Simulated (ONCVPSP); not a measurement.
# Promethium: generating and testing an ONCV potential

Do these settings give a usable potential? It is generated, then checked for transferability, scattering, ghosts and hardness.

Method: ONCVPSP 4.0.1, LDA (Perdew-Zunger), scalar-relativistic.

## (1) Settings

Typed settings, in words:

| Quantity | Value |
| --- | --- |
| element | promethium (Pm, Z = 61) |
| type | optimised norm-conserving Vanderbilt (ONCV) |
| frozen core | [Kr] 4d10 4f4 |
| valence charge | 11 |
| reference configuration | 5s2 5p6 5d1 6s1.5 6p0.5 |
| partial waves | 5s+6s: rc 2.45 bohr, ncon 4, nbas 8, qcut 5.3 1/bohr, 2 projectors; 5p+6p: rc 2.35 bohr, ncon 5, nbas 8, qcut 5.6 1/bohr, 3 projectors, debl 1 Ha; 5d: rc 3.35 bohr, ncon 3, nbas 7, qcut 4.7 1/bohr, 2 projectors, debl 0.4 Ha |
| local potential | polynomial inside 1.80 bohr (lpopt 5, dvloc0 0 Ha) |
| core correction | not asked for |

An earlier all-electron run gives the scale for the radii.

All-electron outer shells of the reference configuration (LDA (Perdew-Zunger), scalar-relativistic, ld1.x):

```json
{"shell": "4d", "level (eV)": "-129.83", "outermost node (bohr)": "0.29", "outermost maximum (bohr)": "0.60"}
{"shell": "5s", "level (eV)": "-45.96", "outermost node (bohr)": "0.70", "outermost maximum (bohr)": "1.27"}
{"shell": "5p", "level (eV)": "-26.05", "outermost node (bohr)": "0.75", "outermost maximum (bohr)": "1.44"}
{"shell": "4f", "level (eV)": "-8.32", "outermost node (bohr)": "–", "outermost maximum (bohr)": "0.62"}
{"shell": "6s", "level (eV)": "-4.45", "outermost node (bohr)": "1.70", "outermost maximum (bohr)": "3.45"}
{"shell": "5d", "level (eV)": "-3.49", "outermost node (bohr)": "0.85", "outermost maximum (bohr)": "2.04"}
{"shell": "6p", "level (eV)": "-1.70", "outermost node (bohr)": "2.02", "outermost maximum (bohr)": "4.66"}
```

## (2) The generation run

Input file Pm.dat:

```
# ATOM AND REFERENCE CONFIGURATION
# atsym  z   nc   nv     iexc    psfile
  Pm 61.00   10    5        3      upf
#
#   n    l    f
    1    0    2.00
    2    0    2.00
    2    1    6.00
    3    0    2.00
    3    1    6.00
    3    2   10.00
    4    0    2.00
    4    1    6.00
    4    2   10.00
    4    3    4.00
    5    0    2.00
    5    1    6.00
    5    2    1.00
    6    0    1.50
    6    1    0.50
#
# PSEUDOPOTENTIAL AND OPTIMIZATION
# lmax
    2
#
#   l,   rc,      ep,       ncon, nbas, qcut
    0    2.45    0.00    4    8    5.30
    1    2.35    0.00    5    8    5.60
    2    3.35    0.00    3    7    4.70
#
# LOCAL POTENTIAL
# lloc, lpopt,  rc(5),   dvloc0
    4    5    1.80    0.00
#
# VANDERBILT-KLEINMAN-BYLANDER PROJECTORs
# l, nproj, debl
    0    2    0.30
    1    3    1.00
    2    2    0.40
#
# MODEL CORE CHARGE
# icmod, fcfact, rcfact
    0    0.00    0.00
#
# LOG DERIVATIVE ANALYSIS
# epsh1, epsh2, depsh
   -3.00    5.00    0.02
#
# OUTPUT GRID
# rlmax, drl
    6.00    0.01
#
# TEST CONFIGURATIONS
# ncnf
    4
# nvcnf
#   n    l    f
    5
    5    0    2.00
    5    1    6.00
    5    2    1.00
    6    0    2.00
    6    1    0.00
#
    5
    5    0    2.00
    5    1    6.00
    5    2    1.00
    6    0    1.00
    6    1    0.00
#
    5
    5    0    2.00
    5    1    6.00
    5    2    1.00
    6    0    0.00
    6    1    0.00
#
    5
    5    0    2.00
    5    1    6.00
    5    2    1.00
    6    0    0.00
    6    1    2.00
#
```

Launch:

```console
$ oncvpsp.x < Pm.dat > Pm.out
```

What does the calculation give? Wanted: cutoffs for 1 and 0.1 mHa per electron, occupied waves; bound ghosts; GHOST(+) flags; largest test error; largest phase difference near zero energy, channels read.

The runs gave:

```
                                                quantity                              value
  cutoffs for 1 and 0.1 mHa per electron, occupied waves                    11 Ha and 14 Ha
                                            bound ghosts                         none found
                                          GHOST(+) flags                         s at 99 eV
                            largest test error (AE − PS)  -0.8 meV, for 5s2 5p6 5d1 6s1 6p0
largest phase difference near zero energy, channels read                          0.001 rad
```

In words: The worst unpolarised test, 5s2 5p6 5d1 6s1 6p0, is off by 0.8 meV on 5.2 eV; by total energies transferability rates as very good. By its cutoff, 11 Ha for the looser tolerance, it is soft on the atom at that tolerance. At the looser tolerance the 5p wave is the slowest; 5s needs 9 Ha. No bound ghost shows below the valence levels. Near zero energy the phases of the channels with partial waves agree within 0.001 rad. The program also flags highly localised states, GHOST(+) (s). Note that the frozen 4f shell (-8 eV) lies higher than the valence 5s shell (-46 eV).
